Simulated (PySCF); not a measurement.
# B2F3H3Si: the cost of one run

Programs: PySCF 2.14.0, with density-fitted response routines of our own. Each step states its level of theory. These are calculated values for one molecule in the gas phase, unless marked as measured. Atoms are numbered from 0 throughout.

## 1. Starting geometry

9 atoms, charge 0, multiplicity 1; geometry from: PBE0-D3(BJ)/def2-SVP.

Bonds of the start (Å): F0–B1 1.32, B1–Si2 2.04, Si2–B3 2.03, B3–F4 1.32, B3–F5 1.32, B1–H6 1.21, Si2–H7 1.50, Si2–H8 1.50.

## 2. Shielding tensors: PBE0/pcSseg-2

Job settings and geometry (Å):

```
{"job": {"kind": "nmr", "xc": "PBE0", "basis": "pcSseg-2", "pop": false}, "charge": 0, "multiplicity": 1}
F     -2.337653     1.155829    -0.573419
B     -1.704202     0.000457    -0.490537
Si    -0.046145    -0.187049     0.681830
B      1.554817     0.289678    -0.477492
F      2.154428     1.463327    -0.430201
F      2.019060    -0.572690    -1.361514
H     -2.131284    -0.909912    -1.170575
H      0.096268    -1.615519     1.106376
H     -0.088683     0.699756     1.884715
```

With the program's defaults for keys left out, this is: GIAO PBE0/pcSseg-2 NMR shielding, non-relativistic, gas phase.

Launch:

```console
$ OMP_NUM_THREADS=1 python probes_run.py task.json out
```

This one command runs all jobs of the session in turn.

Q: Estimate the wall time and peak memory of this first job on 1 thread of Arm Neoverse V1, shared host.

About 37 s, with a peak of 1.1 GiB.
